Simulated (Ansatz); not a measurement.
**TaAl2N3: a trial structure relaxed**

Where does this trial cell of TaAl2N3 go when cell and atoms are let free?

Program: Ansatz 0.2.0. Level of theory: DFT PBE, scalar-relativistic, plane waves, PAW. These are calculated values, not measurements.

2 further runs of the same task are left out: 1 that didn't finish, 1 set aside as unsound or not needed.

### Step 1. Starting point

It takes space group P6/mmm (No. 191, hexagonal). Conventional cell: a = 5.457 Å, b = 5.457 Å, c = 3.057 Å, α = 90.00°, β = 90.00°, γ = 120.00°. Ta (site symmetry 6/mmm) has 6 N at 2.73 Å and 2 Ta at 3.06 Å as nearest neighbours. Al (site symmetry -6m2) has 6 N at 2.20 Å as nearest neighbours. Around N (site symmetry mmm) lie 4 Al at 2.20 Å and 2 Ta at 2.73 Å.

As a file:

```xyz
6
Lattice="5.4573 0.0000 0.0000 -2.7287 4.7262 0.0000 0.0000 0.0000 3.0572" Properties=species:S:1:pos:R:3 pbc="T T T"
Ta    0.0000    0.0000    0.0000
Al    0.0000    3.1508    1.5286
Al    2.7287    1.5754    1.5286
N     2.7287    0.0000    0.0000
N     1.3643    2.3631    0.0000
N    -1.3643    2.3631    0.0000
```

The start is an ordering of an alloy on its end members' structure types: elements ordered on the sites of the TaN type, Ta/Al on Ta (P6/mmm, No. 191).

### Step 2. Probe: one point on a coarse mesh

Input file input.yaml:

```yaml
crystal:
  lattice:
    - [5.45732371, 0.0, 0.0]
    - [-2.72866185, 4.72618097, 0.0]
    - [0.0, 0.0, 3.05719466]
  atoms:
    - { symbol: Ta, position: [0.0, 0.0, 0.0] }
    - { symbol: Al, position: [0.33333333, 0.66666667, 0.5] }
    - { symbol: Al, position: [0.66666667, 0.33333333, 0.5] }
    - { symbol: "N", position: [0.5, 0.0, 0.0] }
    - { symbol: "N", position: [0.5, 0.5, 0.0] }
    - { symbol: "N", position: [0.0, 0.5, 0.0] }
basis:
  ecutwfc: 420
kpoints:
  mp_grid: { grid: [6, 6, 6] }
hamiltonian:
  xc: pbe
scf:
  occupations: { method: gaussian, width: 0.1 }
  lower_state_search: "off"
output:
  forces: true
  stress: true
  eigenvalues: true
```

On the command line:

```bash
ansatz run input.yaml --threads 1 --pin off --max-ram 2560MiB --backend cpu --events-out ev --progress --plain --runs-dir out
```

Further runs follow: spin check on a coarse mesh; coarse relaxation; full relaxation; the kicked end on a coarse mesh; spin check on a coarse mesh (after the kick); coarse relaxation (after the kick); final relaxation (after the kick).

Before running it: what results should come out? Wanted: conventional cell; volume; energy over the elements; gap on the mesh.

The runs gave:

| quantity | value |
| --- | --- |
| symmetry at the first end (tolerance 0.05 Å) | space group P6/mmm (No. 191) |
| conventional cell | a = 5.007 Å, b = 5.007 Å, c = 2.743 Å, α = 90.00°, β = 90.00°, γ = 120.00° |
| volume | 9.93 Å³/atom |
| energy over the elements (uncorrected; H, N, O, F and Cl as molecules) | -0.19 eV/atom |
| gap on the mesh | none (metal) |

The space group P6/mmm (No. 191) is kept, and the volume per atom shrinks by 24.5 % from the first guess. A negative formation energy is needed for stability but isn't enough; other structures and compounds were not set against it here. No finished test with a distortion of lower symmetry is shown, so the end may be a saddle point. The runs treat Ta without spin-orbit coupling. Other magnetic orders were not searched.
